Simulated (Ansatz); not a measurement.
I need a geometry optimisation of C4H3F3, SMILES FC=CC(F)=CF. Use Ansatz 0.2.0 through its Python package. Settings: PBE0, cc-pVDZ basis, multiplicity 1.

`c4h3f3.xyz`
```text
10

F    -2.20310    1.74150    0.76050
C    -1.64780    0.75510    0.12830
C    -0.37750    0.51710    0.28890
C     0.42570   -0.55980   -0.33980
F    -0.36330   -1.38350   -1.16900
C     1.64890   -0.81150   -0.17550
F     2.47470   -0.08260    0.61910
H    -2.30030    0.22140   -0.49340
H     0.22980    1.18380    1.00130
H     2.19600   -1.63260   -0.61760
```

The script, `opt_c4h3f3.py`:
```python
# -*- coding: utf-8 -*-
"""Geometry optimisation of C4H3F3."""

import ansatz as az
import numpy as np


def main():
    geometry = az.Crystal.molecule_from_extxyz("c4h3f3.xyz")

    base = geometry.calculation()
    base = base.basis(gaussian="cc-pVDZ")
    base = base.functional("pbe0")
    symbols = [site.symbol for site in geometry.cartesian_sites]
    start = np.array([site.position_ang for site in geometry.cartesian_sites], dtype=float)
    r = base.relax(force_tolerance=0.005).run().report
    end = np.array(r["positions_ang"])

    print("reference energy %16.6f eV" % r["reference_energy_ev"])
    print("total energy     %16.6f eV" % r["free_energy_ev"])
    print("occupied orbitals outside the frozen core (up, down):", r["n_occupied"], " frozen:", r["n_frozen"], " virtual:", r["n_virtual"])

    print("final positions (A) and the move of each atom")
    for symbol, xyz, old in zip(symbols, end, start):
        print(f"{symbol:2s} {xyz[0]:10.5f} {xyz[1]:10.5f} {xyz[2]:10.5f}   {np.linalg.norm(xyz - old):7.4f}")
    with open("c4h3f3_opt.xyz", "w") as handle:
        handle.write(f"{len(symbols)}\nrelaxed C4H3F3\n")
        handle.writelines(f"{s:2s} {x:11.6f} {y:11.6f} {z:11.6f}\n" for s, (x, y, z) in zip(symbols, end))


if __name__ == "__main__":
    main()
```

```console
$ python opt_c4h3f3.py
reference energy    -12333.591875 eV
total energy        -12333.591875 eV
occupied orbitals outside the frozen core (up, down): [27, 27]  frozen: 0  virtual: [86, 86]
final positions (A) and the move of each atom
F    -2.26876    1.75889    0.73339    0.0731
C    -1.62901    0.75631    0.13210    0.0192
C    -0.32707    0.53897    0.33033    0.0688
C     0.37814   -0.54125   -0.31325    0.0575
F    -0.35044   -1.32604   -1.13068    0.0703
C     1.67629   -0.83262   -0.17469    0.0346
F     2.45592   -0.09202    0.62269    0.0213
H    -2.27331    0.15917   -0.51564    0.0714
H     0.24391    1.18658    0.99660    0.0151
H     2.17743   -1.65909   -0.67807    0.0686
```

File `c4h3f3_opt.xyz` afterwards:
```text
10
relaxed C4H3F3
F    -2.268761    1.758893    0.733394
C    -1.629013    0.756315    0.132103
C    -0.327068    0.538966    0.330333
C     0.378138   -0.541250   -0.313251
F    -0.350442   -1.326044   -1.130676
C     1.676293   -0.832624   -0.174686
F     2.455919   -0.092020    0.622691
H    -2.273305    0.159174   -0.515635
H     0.243910    1.186584    0.996599
H     2.177429   -1.659093   -0.678073
```

Reading the output:
- The settings weren't tested for convergence.
- The end point is the stationary point reached from this start; no frequency run checks that it is a minimum, and the basis set is modest.
- Finished in 47 s on 1 thread of Arm Neoverse V1 (shared host), peak memory 0.32 GiB.
